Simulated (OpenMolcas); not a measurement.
# Mo³⁺ among point charges: CASSCF and CASPT2 levels and susceptibility

How does a field of 6 point charges split the states of Mo³⁺, and what χT follows?

Program: OpenMolcas 26.06. Level of theory: state-averaged CASSCF and CASPT2, spin-orbit coupling by RASSI with atomic mean-field integrals. These are calculated values, not measurements, unless marked.

## (1) The system

```
Species                           : Mo³⁺ (molybdenum, Z = 42, 39 electrons)
Basis                             : ANO-RCC-VDZP [6s5p3d1f], 43 functions
Scalar Hamiltonian                : DKH2, point nucleus
Inactive shells                   : 1s 2s 2p 3s 3p 3d 4s 4p
Active space                      : 3 electrons in 5 orbitals (4d)
Some configurations of this space : 4d3
Orbitals                          : optimised for each spin and parity, averaged over all roots
```

The outer shells:

4d3
```
4d [↑ ][↑ ][↑ ][  ][  ]
```

The ion sits among 6 point charges of -1.7 e arranged as an octahedron (Oh), 2.25 Å from the ion.

Each step is its own input file, run in one work folder so that later steps find the files of earlier ones. Labels, J, g values, rates, χT and fits are worked out afterwards by a script from the matrices that RASSI stores. The input lists half of the charges; inversion (Group=XYZ) makes the rest.

## (2) One- and two-electron integrals

Input file a.inp:

```
&GATEWAY
Coord
1

Mo 0.0 0.0 0.0
Basis=ANO-RCC-VDZP
Group=XYZ
NoMove
AngMom=0.0 0.0 0.0
AMFI
XField
3 Angstrom 0
2.250000 0.000000 0.000000 -1.700000
0.000000 2.250000 0.000000 -1.700000
0.000000 0.000000 2.250000 -1.700000
&SEWARD
```

Started as:

```sh
$ OMP_NUM_THREADS=1 MOLCAS_MEM=1689 MOLCAS_PROJECT=a pymolcas a.inp > a.log
```

## (3) Reference wave functions, quartets of even parity, 10 roots

Input file a.inp:

```
&RASSCF
FileOrb=start.orb
Symmetry=1
Spin=4
nActEl=3 0 0
Inactive=9 9
Ras2=5 0
CIRoot=10 10 1
SDav=10
CIMx=300
Iter=120 100
PrWF=0.3
OrbListing=Nothing
MaxOrb=0
>>> COPY $Project.JobIph JOB001
```

start.orb holds the contracted functions of the basis, ordered by shell, or the orbitals of the step before.

## (4) Reference wave functions, doublets of even parity, 40 roots

Input file a.inp:

```
&RASSCF
FileOrb=start.orb
Symmetry=1
Spin=2
nActEl=3 0 0
Inactive=9 9
Ras2=5 0
CIRoot=40 40 1
SDav=40
CIMx=300
Iter=120 100
PrWF=0.3
OrbListing=Nothing
MaxOrb=0
>>> COPY $Project.JobIph JOB002
```

## (5) RASSI: spin-orbit coupling between the states

Input file a.inp:

```
&RASSI
NrOfJobIphs=2 10 40
1 2 3 4 5 6 7 8 9 10
1 2 3 4 5 6 7 8 9 10 11 12 13 14 15 16 17 18 19 20 21 22 23 24 25 26 27
28 29 30 31 32 33 34 35 36 37 38 39 40
IphNames
JOB001
JOB002
EJob
SpinOrbit
DIPRint=1.0
SOCoupling=1000.0
Subsets=2
Property=9
'ANGMOM' 1 'ANGMOM' 2 'ANGMOM' 3 'MLTPL  1' 1 'MLTPL  1' 2 'MLTPL  1' 3
'AMFI' 1 'AMFI' 2 'AMFI' 3
SOProperty=3
'ANGMOM' 1 'ANGMOM' 2 'ANGMOM' 3
```

## (6) CASPT2: IPEA 0.25, imaginary shift 0.1 (closed shells correlated: 4s 4p)

Input file a.inp:

```
>>> COPY JOB001 $Project.JobIph
&CASPT2
Multistate=10 1 2 3 4 5 6 7 8 9 10
NoMult
Frozen=8 6
IPEA=0.25
Imaginary=0.1
MaxIter=60
WThr=0.0 0.3 0.05
PrWF=0.5
NoMix
>>> COPY JOB002 $Project.JobIph
&CASPT2
Multistate=40 1 2 3 4 5 6 7 8 9 10 11 12 13 14 15 16 17 18 19 20 21 22
23 24 25 26 27 28 29 30 31 32 33 34 35 36 37 38 39 40
NoMult
Frozen=8 6
IPEA=0.25
Imaginary=0.1
MaxIter=60
WThr=0.0 0.3 0.05
PrWF=0.5
NoMix
```

(Steps that only read results are left out.)

**Question.** What will these runs give? Wanted: spin-free ground state; first state of the same spin within the active space; lowest level; next level.

The runs gave:

```
                                            quantity                                                                        value
                                              method  SS-CASPT2, IPEA 0.25, imaginary shift 0.1 (closed shells correlated: 4s 4p)
                              spin-free ground state                                              4A2, 1-fold in its orbital part
first state of the same spin within the active space                                                             4T2 at 7400 cm⁻¹
                                        lowest level                                                                    4-fold Γ8
                                          next level                                                                  7224.2 cm⁻¹
                                         χT at 300 K                                                               1.42 cm³ K/mol
                           effective moment at 300 K                                                                      3.37 μB
```

Cost by method:

| method | time of its own steps | time with the reference |
| --- | --- | --- |
| A. CASSCF | 15 s | 15 s |
| B. SS-CASPT2, IPEA 0.25, imaginary shift 0.1, +4s 4p | 5.3 s | 20 s |

Times are of one thread on a shared host.

**Reading.** The spin-free ground state (4A2) comes to 100 % from free-ion F terms and keeps the highest spin of the shell. χT at 300 K is 1.42, against 1.88 cm³ K/mol for the spin alone, so spin-orbit coupling lowers it. CASPT2 does not keep the components of a term degenerate, and the means are used. The field of point charges can differ much from that of real complexes. This is an electrostatic model: the charges have no orbitals.
